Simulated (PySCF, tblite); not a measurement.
# C12H27P: NMR shifts, part 2 of 2

tblite 0.8.0 and PySCF 2.14.0. Atoms count from 0. Earlier steps stand in the parts before.

## 6. NMR shifts: GIAO PBE0/pcSseg-1 in chloroform

What the job is given:

```
{"job": {"kind": "nmr", "xc": "PBE0", "basis": "pcSseg-1", "pop": false, "solvent": "chloroform"}, "charge": 0, "multiplicity": 1}
C     -1.418121     3.768605    -0.872200
C     -0.720820     2.599993    -0.190865
C     -1.236628     1.219580    -0.621099
C     -2.647032     0.954980    -0.103263
P     -0.053674    -0.072435     0.039455
C     -0.833271    -1.684202    -0.522166
C     -1.120112    -1.817360    -2.012102
C     -0.005635    -2.848294     0.035990
C     -0.674816    -4.210568    -0.081637
C      1.445140     0.060374    -1.107426
C      1.230880     0.748113    -2.451210
C      2.637924     0.671474    -0.358251
C      3.138258    -0.164193     0.807944
H     -2.496248     3.794844    -0.652202
H     -1.305277     3.713573    -1.967252
H     -0.994900     4.729600    -0.542287
H      0.360319     2.668738    -0.396249
H     -0.814993     2.683988     0.905830
H     -1.252936     1.184811    -1.724271
H     -3.077411     0.034113    -0.523034
H     -2.653273     0.860638     0.995441
H     -3.327734     1.777786    -0.371077
H     -1.795424    -1.690961     0.022430
H     -0.187040    -1.892147    -2.592881
H     -1.710681    -2.722031    -2.227883
H     -1.690708    -0.960404    -2.400827
H      0.215520    -2.639967     1.096558
H      0.974856    -2.880022    -0.473025
H     -1.658937    -4.213773     0.414616
H     -0.061766    -4.992760     0.391431
H     -0.830579    -4.508192    -1.129811
H      1.703604    -0.995611    -1.308394
H      1.016793     1.821412    -2.332356
H      0.406283     0.305449    -3.026205
H      2.143985     0.668548    -3.064179
H      2.370153     1.683034    -0.003862
H      3.459517     0.818332    -1.082635
H      3.990188     0.318194     1.310763
H      3.470417    -1.158893     0.467916
H      2.342560    -0.315056     1.553837
```

Level: GIAO PBE0/pcSseg-1 NMR shielding, non-relativistic, IEF-PCM chloroform.

Output:

```text
start: PBE on a coarse grid of 29511 points
cycle   1  E = -813.6206083370  dE =  4.678e-01  |g| = 9.367e-01  |ddm| = 5.492e+00
cycle   2  E = -813.2650047713  dE =  3.556e-01  |g| = 1.476e+00  |ddm| = 2.359e+00
cycle   3  E = -813.8633619141  dE = -5.984e-01  |g| = 1.058e-01  |ddm| = 1.575e+00
cycle   4  E = -813.8657515814  dE = -2.390e-03  |g| = 4.881e-02  |ddm| = 1.891e-01
cycle   5  E = -813.8662960896  dE = -5.445e-04  |g| = 1.013e-02  |ddm| = 4.736e-02
cycle   6  E = -813.8663179611  dE = -2.187e-05  |g| = 4.427e-03  |ddm| = 1.490e-02
final grid: 257296 points
cycle   7  E = -814.1047743833  dE = -7.920e-03  |g| = 4.002e-02  |ddm| = 3.505e-01
cycle   8  E = -814.1046801295  dE =  9.425e-05  |g| = 4.311e-02  |ddm| = 7.107e-02
cycle   9  E = -814.1051587901  dE = -4.787e-04  |g| = 3.401e-03  |ddm| = 4.055e-02
cycle  10  E = -814.1051597150  dE = -9.249e-07  |g| = 1.405e-03  |ddm| = 5.459e-03
cycle  11  E = -814.1051603143  dE = -5.993e-07  |g| = 3.143e-04  |ddm| = 1.673e-03
cycle  12  E = -814.1051603792  dE = -6.490e-08  |g| = 8.284e-05  |ddm| = 3.801e-04
converged SCF energy = -814.1051603792

GIAO shielding tensors (ppm)
atom      isotropic    diamagn.    paramagn.     s11        s22        s33       span
  0 C      171.828     244.545     -72.717    155.708    172.513    187.262     31.554
  1 C      154.611     251.473     -96.862    144.911    149.273    169.650     24.739
  2 C      155.662     259.264    -103.602    145.629    151.251    170.106     24.477
  3 C      169.602     250.957     -81.355    155.320    167.308    186.178     30.858
  4 P      331.858     974.282    -642.425    295.076    336.934    363.563     68.487
  5 C      152.682     259.697    -107.015    143.196    154.560    160.290     17.095
  6 C      171.302     251.293     -79.991    160.937    169.917    183.053     22.116
  7 C      154.764     251.358     -96.594    140.454    153.163    170.674     30.220
  8 C      170.086     244.244     -74.158    154.779    168.928    186.551     31.772
  9 C      154.130     257.144    -103.014    148.259    150.598    163.535     15.277
 10 C      163.651     250.052     -86.401    145.636    163.813    181.504     35.868
 11 C      150.139     249.705     -99.566    135.395    145.333    169.691     34.296
 12 C      169.729     249.147     -79.418    156.027    168.902    184.258     28.230
 13 H       29.934      29.152       0.782     24.259     29.431     36.113     11.854
 14 H       30.531      29.240       1.291     25.584     29.472     36.538     10.953
 15 H       30.194      26.684       3.510     25.126     27.070     38.387     13.261
 16 H       29.998      36.470      -6.472     22.831     32.289     34.873     12.042
 17 H       30.379      34.694      -4.315     25.749     30.406     34.982      9.233
 18 H       29.653      40.202     -10.549     27.226     29.458     32.273      5.047
 19 H       30.287      34.235      -3.948     24.015     30.855     35.990     11.976
 20 H       30.778      33.725      -2.947     26.640     28.534     37.160     10.521
 21 H       29.769      32.424      -2.655     23.695     28.704     36.908     13.213
 22 H       29.939      39.669      -9.730     25.032     30.744     34.041      9.010
 23 H       30.687      34.513      -3.826     26.056     30.635     35.371      9.314
 24 H       29.933      32.329      -2.396     24.012     28.440     37.347     13.335
 25 H       30.037      34.827      -4.790     24.733     30.863     34.516      9.784
 26 H       29.797      35.147      -5.349     23.443     31.409     34.540     11.097
 27 H       30.167      35.730      -5.563     24.141     32.473     33.889      9.748
 28 H       30.551      29.059       1.492     25.861     28.588     37.203     11.341
 29 H       30.080      26.488       3.591     24.928     27.239     38.072     13.144
 30 H       30.035      28.907       1.128     24.671     29.607     35.828     11.158
 31 H       30.203      39.301      -9.098     26.507     30.122     33.982      7.475
 32 H       30.202      34.152      -3.950     25.248     30.521     34.838      9.590
 33 H       29.826      34.532      -4.706     25.060     30.089     34.330      9.269
 34 H       30.106      31.303      -1.198     25.398     27.113     37.806     12.408
 35 H       30.105      34.197      -4.092     25.007     31.009     34.300      9.293
 36 H       29.939      32.310      -2.372     24.359     29.336     36.121     11.763
 37 H       30.284      28.497       1.786     25.226     27.031     38.594     13.368
 38 H       30.704      31.457      -0.753     26.354     29.068     36.689     10.335
 39 H       29.508      33.266      -3.758     24.310     31.260     32.955      8.644
```

Run time: 23 s. Hardware: 2 threads of Arm Neoverse V2, shared host; peak memory 1.4 GiB.

## 7. Summary of results

The summary covers parts 1 to 2.

| quantity | value |
| --- | --- |
| point group | C1 |
| rotational constants (main isotopes) | 0.74, 0.49, 0.37 GHz |
| 13C shifts against TMS (PBE0/pcSseg-2, means over atoms taken as alike) | 33.1, 32.6, 16.9, 14.5 ppm |
| 1H shifts against TMS (PBE0/pcSseg-2, means over atoms taken as alike) | 1.46, 1.44, 1.20, 1.05, 1.03 ppm |
| 31P shifts against H3PO4 (PBE0/pcSseg-2) | -17.7 ppm |
| measured, and computed on the same scale | P4 δ 7.9, -17.7 ppm |

**Reading.** Relaxing lowered the energy by 0.119 eV in 6 steps; the close pair that moved most is C2–P4, from 1.888 to 1.872 Å (PBE0/def2-SVP). No frequency check was run at this level, so the end point may be a saddle. At PBE0/pcSseg-2: The widest tensor belongs to P4: span 69 ppm, with a paramagnetic part of -662 ppm. The one measured 31P shift is missed by -25.6 ppm (computed less measured, unscaled). Vibration, temperature and solvent are missing from the calculation, and it holds one conformer, so part of the miss against the measured shifts is not the functional's.
